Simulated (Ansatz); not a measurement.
# CoO: the cost of one run

Method: DFT LDA+U (U_eff = 2 eV on Co d), plane waves, PAW, in Ansatz 0.2.0.

1 further run of the same task is left out (it didn't finish).

### 1 Starting point

It takes space group Fm-3m (No. 225, cubic). Conventional cell: a = 4.263 Å, b = 4.263 Å, c = 4.263 Å, α = 90.00°, β = 90.00°, γ = 90.00°. Co (site symmetry m-3m) is surrounded by 6 O at 2.13 Å. O (site symmetry m-3m) is surrounded by 6 Co at 2.13 Å.

As a file:

```cif
data_structure
_symmetry_space_group_name_H-M 'P 1'
_symmetry_Int_Tables_number 1
_cell_length_a 3.0144
_cell_length_b 3.0144
_cell_length_c 6.0288
_cell_angle_alpha 60.000
_cell_angle_beta 60.000
_cell_angle_gamma 60.000
_cell_volume 38.74
loop_
_atom_site_label
_atom_site_type_symbol
_atom_site_fract_x
_atom_site_fract_y
_atom_site_fract_z
_atom_site_occupancy
Co1 Co 0.00000 0.00000 0.00000 1
O1 O 0.50000 0.50000 0.25000 1
Co2 Co 0.00000 0.00000 0.50000 1
O2 O 0.50000 0.50000 0.75000 1
```

### 2 Ferromagnetic start, free, symmetry kept, no search

input.yaml reads:

```yaml
crystal:
  lattice:
    - [0.0, 2.13150166, 2.13150166]
    - [2.13150166, 0.0, 2.13150166]
    - [4.26300332, 4.26300332, 0.0]
  atoms:
    - { symbol: Co, position: [0.0, 0.0, 0.0], spin: 3.0 }
    - { symbol: O, position: [0.5, 0.5, 0.25] }
    - { symbol: Co, position: [0.0, 0.0, 0.5], spin: 3.0 }
    - { symbol: O, position: [0.5, 0.5, 0.75] }
basis:
  ecutwfc: 420
  ecutrho_ratio: 4
kpoints:
  mp_grid: { grid: [8, 8, 8] }
hamiltonian:
  xc: lda
  hubbard:
    sites: [{ site: 0, l: d, u_eff: 2.0 }, { site: 2, l: d, u_eff: 2.0 }]
scf:
  occupations: { method: gaussian, width: 0.05 }
  lower_state_search: "off"
  max_iter: 150
output:
  forces: true
  stress: true
  eigenvalues: true
  populations: true
  hubbard: { sites: [{ site: 0, l: d }, { site: 2, l: d }] }
magnetization:
  spin_polarized: true
```

Run with:

```
$ ansatz run input.yaml --threads 2 --pin off --max-ram 3072MiB --backend cpu --events-out ev --progress --plain --runs-dir out
```

**Question.** How long does this run take on 2 threads of Intel Xeon 6975P-C (Granite Rapids), shared host, and how much memory does it need?

About 6.7 s, with a peak of 0.5 GiB.
